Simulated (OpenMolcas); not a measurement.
# Ni⁴⁺ among point charges: CASSCF and CASPT2 levels and susceptibility

Aim: the splitting of the states of Ni⁴⁺ in the field of 5 point charges, its lowest levels with spin-orbit coupling and its magnetic susceptibility.

Program: OpenMolcas 26.06. Level of theory: state-averaged CASSCF and CASPT2, spin-orbit coupling by RASSI with atomic mean-field integrals. These are calculated values, not measurements, unless marked.

## 1. The atom as given

```
Species                           : Ni⁴⁺ (nickel, Z = 28, 24 electrons)
Basis                             : ANO-RCC-VTZP [6s5p3d2f1g], 59 functions
Scalar Hamiltonian                : DKH2, point nucleus
Inactive shells                   : 1s 2s 2p 3s 3p
Active space                      : 6 electrons in 5 orbitals (3d)
Some configurations of this space : 3d⁶
Orbitals                          : optimised for each spin and parity, averaged over all roots
```

The outer shells:

3d6
```
3d [↑↓][↑ ][↑ ][↑ ][↑ ]
```

The ion sits among 5 point charges of -1.5 e arranged as a square pyramid (C4v), 2.04 Å from the ion, with the axial distance 2.366 Å.

The work runs as a chain of OpenMolcas steps in one folder; each step below is one input file. Labels, J, g values, rates, χT and fits are worked out afterwards by a script from the matrices that RASSI stores.

## 2. One- and two-electron integrals

The input, a.inp:

```
&GATEWAY
Coord
1

Ni 0.0 0.0 0.0
Basis=ANO-RCC-VTZP
Group=NoSym
NoMove
AngMom=0.0 0.0 0.0
AMFI
XField
5 Angstrom 0
2.040000 0.000000 0.000000 -1.500000
0.000000 2.040000 0.000000 -1.500000
-2.040000 0.000000 0.000000 -1.500000
0.000000 -2.040000 0.000000 -1.500000
0.000000 0.000000 2.366400 -1.500000
&SEWARD
```

The run is started by

```bash
$ OMP_NUM_THREADS=1 MOLCAS_MEM=1689 MOLCAS_PROJECT=a pymolcas a.inp > a.log
```

## 3. CASSCF: quintets, 5 roots

The input, a.inp:

```
&RASSCF
FileOrb=start.orb
Symmetry=1
Spin=5
nActEl=6 0 0
Inactive=9
Ras2=5
CIRoot=5 5 1
SDav=5
CIMx=300
Iter=120 100
PrWF=0.3
OrbListing=Nothing
MaxOrb=0
>>> COPY $Project.JobIph JOB001
```

start.orb holds the contracted functions of the basis, ordered by shell, or the orbitals of the step before.

## 4. CASSCF: triplets, 45 roots

The input, a.inp:

```
&RASSCF
FileOrb=start.orb
Symmetry=1
Spin=3
nActEl=6 0 0
Inactive=9
Ras2=5
CIRoot=45 45 1
SDav=45
CIMx=300
Iter=120 100
PrWF=0.3
OrbListing=Nothing
MaxOrb=0
>>> COPY $Project.JobIph JOB002
```

## 5. CASSCF: singlets, 50 roots

The input, a.inp:

```
&RASSCF
FileOrb=start.orb
Symmetry=1
Spin=1
nActEl=6 0 0
Inactive=9
Ras2=5
CIRoot=50 50 1
SDav=50
CIMx=300
Iter=120 100
PrWF=0.3
OrbListing=Nothing
MaxOrb=0
>>> COPY $Project.JobIph JOB003
```

## 6. State interaction with spin-orbit coupling

The input, a.inp:

```
&RASSI
NrOfJobIphs=3 5 45 50
1 2 3 4 5
1 2 3 4 5 6 7 8 9 10 11 12 13 14 15 16 17 18 19 20 21 22 23 24 25 26 27
28 29 30 31 32 33 34 35 36 37 38 39 40 41 42 43 44 45
1 2 3 4 5 6 7 8 9 10 11 12 13 14 15 16 17 18 19 20 21 22 23 24 25 26 27
28 29 30 31 32 33 34 35 36 37 38 39 40 41 42 43 44 45 46 47 48 49 50
IphNames
JOB001
JOB002
JOB003
EJob
SpinOrbit
DIPRint=1.0
SOCoupling=1000.0
Subsets=2
Property=9
'ANGMOM' 1 'ANGMOM' 2 'ANGMOM' 3 'MLTPL  1' 1 'MLTPL  1' 2 'MLTPL  1' 3
'AMFI' 1 'AMFI' 2 'AMFI' 3
SOProperty=3
'ANGMOM' 1 'ANGMOM' 2 'ANGMOM' 3
```

## 7. CASPT2: IPEA 0.25, imaginary shift 0.1 (closed shells correlated: 3s 3p)

The input, a.inp:

```
>>> COPY JOB001 $Project.JobIph
&CASPT2
Multistate=5 1 2 3 4 5
NoMult
Frozen=5
IPEA=0.25
Imaginary=0.1
MaxIter=60
WThr=0.0 0.3 0.05
PrWF=0.5
NoMix
>>> COPY JOB002 $Project.JobIph
&CASPT2
Multistate=45 1 2 3 4 5 6 7 8 9 10 11 12 13 14 15 16 17 18 19 20 21 22
23 24 25 26 27 28 29 30 31 32 33 34 35 36 37 38 39 40 41 42 43 44 45
NoMult
Frozen=5
IPEA=0.25
Imaginary=0.1
MaxIter=60
WThr=0.0 0.3 0.05
PrWF=0.5
NoMix
>>> COPY JOB003 $Project.JobIph
&CASPT2
Multistate=50 1 2 3 4 5 6 7 8 9 10 11 12 13 14 15 16 17 18 19 20 21 22
23 24 25 26 27 28 29 30 31 32 33 34 35 36 37 38 39 40 41 42 43 44 45 46
47 48 49 50
NoMult
Frozen=5
IPEA=0.25
Imaginary=0.1
MaxIter=60
WThr=0.0 0.3 0.05
PrWF=0.5
NoMix
```

(Steps that only read results are left out.)

**Question.** What will these runs give? Wanted: spin-free ground state; first state of the same spin within the active space; lowest level; next level.

As calculated:

| quantity | value |
| --- | --- |
| method | SS-CASPT2, IPEA 0.25, imaginary shift 0.1 (closed shells correlated: 3s 3p) |
| spin-free ground state | quintet, 1-fold in its orbital part |
| first state of the same spin within the active space | quintet at 338 cm⁻¹ |
| lowest level | 1-fold |
| next level | 43.9 cm⁻¹ |
| χT at 300 K | 5.27 cm³ K/mol |
| effective moment at 300 K | 6.49 μB |

Cost by method:

```
                                              method  time of its own steps  time with the reference
                                           A. CASSCF                   30 s                     30 s
B. SS-CASPT2, IPEA 0.25, imaginary shift 0.1, +3s 3p                   26 s                     56 s
```

Times are of one thread on a shared host.

The spin-free ground state (quintet) comes to 100 % from free-ion D terms and keeps the highest spin of the shell. χT at 300 K is 5.27, against 3.01 cm³ K/mol for the spin alone, so orbital moment adds to it. An active space of the d shell alone favours high spin; real ions in strong fields can be low spin. The field of point charges can differ much from that of real complexes. With metal d orbitals alone active, the gaps between spin states are rough; where two lie within a few thousand cm-1, their order is open. Point charges carry no covalency, so the field is a model and not that of real ligands.
